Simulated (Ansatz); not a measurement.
**C₃H₆BClO₂: up Jacob's ladder to CCSD(T)**

An exercise on one series of results from a longer session: the logs are not shown, and one member is left open.

The runs use Ansatz 0.2.0, Gaussian basis; functionals in def2-TZVPP, the program's frozen cores in correlated methods.

Levels to be run: PBE-D4, r2SCAN-D4, PBE0-D4, B3LYP-D4, ωB97X-V, ωB97M-V, B2PLYP; CCSD(T)/def2-TZVPP; MP2/def2-QZVPP; extrapolation to the limit.

## Structure used throughout

All runs share one geometry, relaxed beforehand with PBE0-D4 in a triple-zeta def2 set.

SMILES `CB(Cl)OC(C)=O`, 13 atoms, charge 0, spin multiplicity 1.

Atoms are counted from 1 here; the program's logs count them from 0.

Bond lengths: C1–B2 1.552 Å, C1–H8 1.091 Å, C1–H9 1.090 Å, C1–H10 1.096 Å, B2–Cl3 1.764 Å, B2–O4 1.373 Å, O4–C5 1.367 Å, C5–C6 1.493 Å, C5–O7 1.193 Å, C6–H11 1.087 Å, C6–H12 1.092 Å, C6–H13 1.092 Å. Angles: B2–C1–H8 112.9°, B2–C1–H9 111.8°, B2–C1–H10 108.3°, H8–C1–H9 110.2°, H8–C1–H10 105.8°, H9–C1–H10 107.6°, C1–B2–Cl3 120.6°, C1–B2–O4 126.2°, Cl3–B2–O4 113.2°, B2–O4–C5 125.1°, O4–C5–C6 110.8°, O4–C5–O7 123.0°, C6–C5–O7 126.2°, C5–C6–H11 109.9°, C5–C6–H12 109.4°, C5–C6–H13 109.7°, H11–C6–H12 110.4°, H11–C6–H13 110.4° and more.

As a file:

```mol
C3H6BClO2
  3D, bonds by distance, orders not assigned

 13 12  0  0  0  0  0  0  0  0999 V2000
    0.1715   -0.3769   -2.0963 C   0  0
    0.4936   -1.1224   -0.7732 B   0  0
    1.1335   -2.7663   -0.8009 Cl  0  0
    0.3070   -0.6361    0.4973 O   0  0
    0.0644    0.6723    0.8104 C   0  0
   -0.6089    0.7845    2.1379 C   0  0
    0.3940    1.5798    0.1094 O   0  0
   -0.6482    0.3358   -1.9925 H   0  0
   -0.0347   -1.0709   -2.9115 H   0  0
    1.0492    0.2157   -2.3793 H   0  0
   -0.7691    1.8307    2.3845 H   0  0
    0.0084    0.3046    2.9001 H   0  0
   -1.5607    0.2493    2.1141 H   0  0
  1  2  8  0
  2  3  8  0
  2  4  8  0
  4  5  8  0
  5  6  8  0
  5  7  8  0
  1  8  8  0
  1  9  8  0
  1 10  8  0
  6 11  8  0
  6 12  8  0
  6 13  8  0
M  END
```

The first run:

File in.yaml:

```yaml
crystal:
  periodic: [false, false, false]
  atoms:
    - {symbol: C, position_ang: [0.171500, -0.376919, -2.096313]}
    - {symbol: B, position_ang: [0.493569, -1.122411, -0.773228]}
    - {symbol: Cl, position_ang: [1.133508, -2.766347, -0.800857]}
    - {symbol: O, position_ang: [0.307050, -0.636062, 0.497259]}
    - {symbol: C, position_ang: [0.064368, 0.672313, 0.810431]}
    - {symbol: C, position_ang: [-0.608861, 0.784455, 2.137883]}
    - {symbol: O, position_ang: [0.393956, 1.579790, 0.109387]}
    - {symbol: H, position_ang: [-0.648169, 0.335837, -1.992516]}
    - {symbol: H, position_ang: [-0.034744, -1.070922, -2.911472]}
    - {symbol: H, position_ang: [1.049198, 0.215666, -2.379325]}
    - {symbol: H, position_ang: [-0.769130, 1.830683, 2.384538]}
    - {symbol: H, position_ang: [0.008420, 0.304598, 2.900121]}
    - {symbol: H, position_ang: [-1.560676, 0.249309, 2.114103]}
basis:
  gaussian: {orbitals: def2-TZVPP}
hamiltonian: {xc: pbe, dispersion: d4}
output: {forces: true, orbitals: {seedname: orbitals}}
```

Started as:

```sh
> ansatz run in.yaml --threads 2 --pin off --events-out ev --progress --plain --max-ram 22528MiB --backend cuda --devices 0, --max-vram 18GiB
```

Among the steps run: PBE-D4 (GGA); r2SCAN-D4 (meta-GGA); PBE0-D4 (hybrid); B3LYP-D4 (hybrid); ωB97X-V (range-separated); ωB97M-V (range-separated); B2PLYP (double hybrid); CCSD(T) in def2-TZVPP; MP2 in def2-QZVPP.

One of the session's tables, all rows but one given; the rest of the session is left out.

It belongs to the step «Atomisation energies». 

| method | atomisation energy (kcal/mol) |
| --- | --- |
| PBE-D4 | 1361.8 |
| r2SCAN-D4 | 1332.7 |
| PBE0-D4 | 1332.0 |
| B3LYP-D4 | 1320.1 |
| ωB97X-V | 1323.9 |
| ωB97M-V | 1328.1 |
| B2PLYP | 1309.6 |
| HF/def2-TZVPP | 971.1 |
| MP2/def2-TZVPP | 1322.3 |
| CCSD/def2-TZVPP | 1263.6 |
| CCSD(T)/def2-TZVPP | ? |
| MP2/CBS | 1353.9 |
| CCSD(T)/CBS | 1317.7 |

Q: Estimate the row for CCSD(T)/def2-TZVPP from the others.

As computed: atomisation energy (kcal/mol): 1286.1. In the column «atomisation energy (kcal/mol)» it lies between CCSD/def2-TZVPP (1263.6) and B2PLYP (1309.6).
